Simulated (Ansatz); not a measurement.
**SnGeH6: small, medium and large basis sets**

Aim: see how fast density functionals converge with the basis set for SnGeH6.

The runs use Ansatz 0.2.0, Gaussian basis; one geometry, several basis sets.

The runs, in order: PBE0-D4/def2-SVP; ωB97M-V/def2-SVP; PBE0-D4/def2-QZVPP; ωB97M-V/def2-QZVPP; the functionals' def2-TZVPP values are taken from earlier runs.

### 1 Structure used throughout

All runs share one geometry, relaxed beforehand with PBE0-D4 in a triple-zeta def2 set. Sn takes the def2 core potential; no spin-orbit term is included.

SMILES `[GeH3][SnH3]`, 8 atoms, charge 0, spin multiplicity 1.

Atoms are counted from 1 here; the program's logs count them from 0.

Bond lengths: Ge1–Sn2 2.595 Å, Ge1–H3 1.538 Å, Ge1–H4 1.538 Å, Ge1–H5 1.538 Å, Sn2–H6 1.707 Å, Sn2–H7 1.707 Å, Sn2–H8 1.707 Å. Angles: Sn2–Ge1–H3 110.4°, Sn2–Ge1–H4 110.4°, Sn2–Ge1–H5 110.4°, H3–Ge1–H4 108.5°, H3–Ge1–H5 108.5°, H4–Ge1–H5 108.5°, Ge1–Sn2–H6 110.4°, Ge1–Sn2–H7 110.5°, Ge1–Sn2–H8 110.4°, H6–Sn2–H7 108.5°, H6–Sn2–H8 108.5°, H7–Sn2–H8 108.5°.

### 2 PBE0-D4 in def2-SVP

in.yaml

```yaml
crystal:
  periodic: [false, false, false]
  atoms:
    - {symbol: Ge, position_ang: [-0.754069, 0.285813, -1.041301]}
    - {symbol: Sn, position_ang: [0.751544, -0.290272, 0.992327]}
    - {symbol: H, position_ang: [-1.830816, 1.307272, -0.639549]}
    - {symbol: H, position_ang: [-1.453422, -0.978586, -1.566980]}
    - {symbol: H, position_ang: [0.087513, 0.886500, -2.179292]}
    - {symbol: H, position_ang: [-0.187587, -0.932779, 2.265169]}
    - {symbol: H, position_ang: [1.930994, -1.444176, 0.553846]}
    - {symbol: H, position_ang: [1.547942, 1.109125, 1.560078]}
basis:
  gaussian: {orbitals: def2-SVP}
hamiltonian: {xc: pbe0, dispersion: d4}
output: {orbitals: {seedname: orbitals}}
```

Further steps of the session: ωB97M-V in def2-SVP; PBE0-D4 in def2-QZVPP; ωB97M-V in def2-QZVPP.

Before running them: what should the planned runs give, taken together? Wanted: PBE0-D4: double and triple zeta above quadruple; ωB97M-V: double and triple zeta above quadruple.

The runs gave:

| quantity | value |
| --- | --- |
| PBE0-D4: double and triple zeta above quadruple | 8.72, 1.29 eV |
| ωB97M-V: double and triple zeta above quadruple | 8.77, 1.26 eV |

What this shows: For PBE0-D4 the step from double to triple zeta gains 7.43 eV and the next only 1.29 eV. These are total energies; as a rule much of such shifts cancels in differences, which this series doesn't test. The LUMO of ωB97M-V is positive and keeps falling with the basis (1.91 to 0.91 eV): an unbound level that the basis holds in place.
